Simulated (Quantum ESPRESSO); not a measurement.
Runs of Quantum ESPRESSO 7.5 on PtS2. Symmetry: P-3m1, No. 164, trigonal system. The conventional cell has a = 3.543 Å, b = 3.543 Å, c = 5.039 Å, α = 90.00°, β = 90.00°, γ = 120.00°. Around Pt (site symmetry -3m) lie 6 S at 2.40 Å. Around S (site symmetry 3m) lie 3 Pt at 2.40 Å. 

```tsv
U	gap on the mesh (eV)	pressure (GPa)	largest force (eV/Å)
Pt d U = 0.0001 eV	0.61	2.0	(b)
Pt d U = 6.0 eV	0.41	2.7	0.11
Pt d U = 8.0 eV	(a)	3.1	0.04
Pt d U = 4.0 eV	0.48	2.4	0.18
Pt d U = 2.0 eV	0.54	2.2	0.24
```

Alike in all rows: task Hubbard U by linear response; level PBE+U; potentials or basis PseudoDojo 0.4.1 SR PBE standard; no spin polarisation; cell as given; k mesh 4 × 4 × 2; cutoff (eV) 1143; smearing fermi-dirac 0.05 eV; the mesh is coarse, so values aren't converged.

Fill in the values left out.

(a) 0.33; (b) 0.30.

Caveats: all runs use coarse meshes; spin-orbit coupling is left out, which moves the levels of the heavy elements; the cell's inner coordinates are idealised or old, which leaves forces on the atoms.

A k mesh can miss the band edges, and the runs leave out spin-orbit coupling on Pt.
